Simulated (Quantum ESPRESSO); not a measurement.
Set up this calculation in Quantum ESPRESSO 7.5, as the native input.

```yaml
Task: single point
Functional: PBE
Potentials_or_basis: SSSP 1.3 efficiency PBE
Cutoff: 748 eV
Density_cutoff: 5987 eV
k_mesh: 10 × 10 × 6
Occupations: fermi-dirac, width 0.05 eV
Spin: no spin polarisation
Mixing_beta: 0.5
Most_SCF_iterations: 120
SCF_threshold: 8e-10 Ry
```

Crystal: BF.

```
B F
1.0
     2.25009   -1.64430    0.00000
     2.25009    1.64430    0.00000
    -0.82585    0.00000    4.85539
B F
2 2
Direct
  0.00320 0.49680 0.00000
  0.49680 0.00320 0.50000
  0.57140 0.40560 0.25370
  0.40560 0.57140 0.75370
```

The cell was built by a generator and needn't be a form met in nature.

These files were run (other wordings do the same):

pw.in

```
&CONTROL
  calculation = 'scf'
  prefix = 'pwscf'
  outdir = './tmp'
  pseudo_dir = './pseudo'
  tprnfor = .true.
  tstress = .true.
  disk_io = 'nowf'
/
&SYSTEM
  ibrav = 0
  nat = 4
  ntyp = 2
  ecutwfc = 55
  ecutrho = 440
  nbnd = 16
  occupations = 'smearing'
  smearing = 'fd'
  degauss = 0.00367493
/
&ELECTRONS
  conv_thr = 8d-10
  electron_maxstep = 120
  mixing_beta = 0.5
/
ATOMIC_SPECIES
B     10.8100 b_pbe_v1.4.uspp.F.UPF
F     18.9984 f_pbe_v1.4.uspp.F.UPF
CELL_PARAMETERS angstrom
   2.2500886300   -1.6442973700    0.0000000000
   2.2500886300    1.6442973700    0.0000000000
  -0.8258475700    0.0000000000    4.8553856600
ATOMIC_POSITIONS crystal
B      0.0032000000    0.4968000100    0.0000000000
B      0.4968000100    0.0032000000    0.5000000000
F      0.5713999900    0.4056000100    0.2536999900
F      0.4056000100    0.5713999900    0.7536999900
K_POINTS automatic
10 10 6 0 0 0
```

Potentials or basis: SSSP 1.3 efficiency PBE.

Launch:

```sh
$ OMP_NUM_THREADS=1 pw.x -in pw.in > pw.out
```

Results of the run:

- Pressure: 21.7 GPa
- Largest force: 0.921 eV/Å
- Band gap on the k mesh: none (metal or under the smearing width)

Caveat: so large a pressure means that the cell lies far from this level's equilibrium, or that cutoff or potentials fall short.

Wall time 42 s on 1 thread of Intel(R) Xeon(R) Platinum 8259CL CPU @ 2.50GHz (Skylake/Cascade Lake), with other jobs on the host, peak memory 0.14 GiB.
